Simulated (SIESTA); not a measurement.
Runs of SIESTA 5.4.2 on BiTe. The structure is cubic, space group Fm-3m (No. 225). The conventional cell has a = 6.470 Å, b = 6.470 Å, c = 6.470 Å, α = 90.00°, β = 90.00°, γ = 90.00°. Around Bi (site symmetry m-3m) lie 6 Te at 3.23 Å. Around Te (site symmetry m-3m) lie 6 Bi at 3.23 Å. 

```tsv
task	level	potentials or basis	cell	gap on the mesh (eV)	pressure (GPa)
single point	PBEsol	PseudoDojo 0.4 standard (PBEsol files), DZP (energy shift 0.003 Ry; two zetas on semicore shells)	atoms moved at random, drawn with an rms of 0.05 Å	none	-0.6
single point	WC	PseudoDojo 0.4 standard (PBEsol files), DZP (energy shift 0.003 Ry; two zetas on semicore shells)	as given	none	-0.7
single point	AM05	PseudoDojo 0.4 standard (PBEsol files), DZP (energy shift 0.003 Ry; two zetas on semicore shells)	as given	none	(a)
single point	revPBE	PseudoDojo 0.4 standard (PBE files), DZP (energy shift 0.003 Ry; two zetas on semicore shells)	as given	none	2.6
band structure	PBEsol	PseudoDojo 0.4 standard (PBEsol files), DZP (energy shift 0.003 Ry; two zetas on semicore shells)	as given	none	-0.8
single point	PBEsol	PseudoDojo 0.4 standard (PBEsol files), DZP (energy shift 0.003 Ry; two zetas on semicore shells)	as given	none	-0.8
single point	BLYP	PseudoDojo 0.4 standard (PBE files), DZP (energy shift 0.003 Ry; two zetas on semicore shells)	as given	none	5.2
```

Alike in all rows: no spin polarisation; k mesh 7 × 7 × 7; smearing fermi-dirac 0.05 eV; grid cutoff 500 Ry; energy shift 0.003 Ry.

Question: Fill in the values left out.

Answer: (a) -0.5.

Caveats: spin-orbit coupling is left out, which moves the levels of the heavy elements; the basis of atomic orbitals isn't converged, which shifts pressures, moduli and gaps; the potentials were made for another functional, which shifts forces and pressure (some runs).

A k mesh can miss the band edges, and the runs leave out spin-orbit coupling on Bi, Te.

A gap of «none» marks a metal or a gap under the smearing width.

Runs at the PBE level aren't shown here.
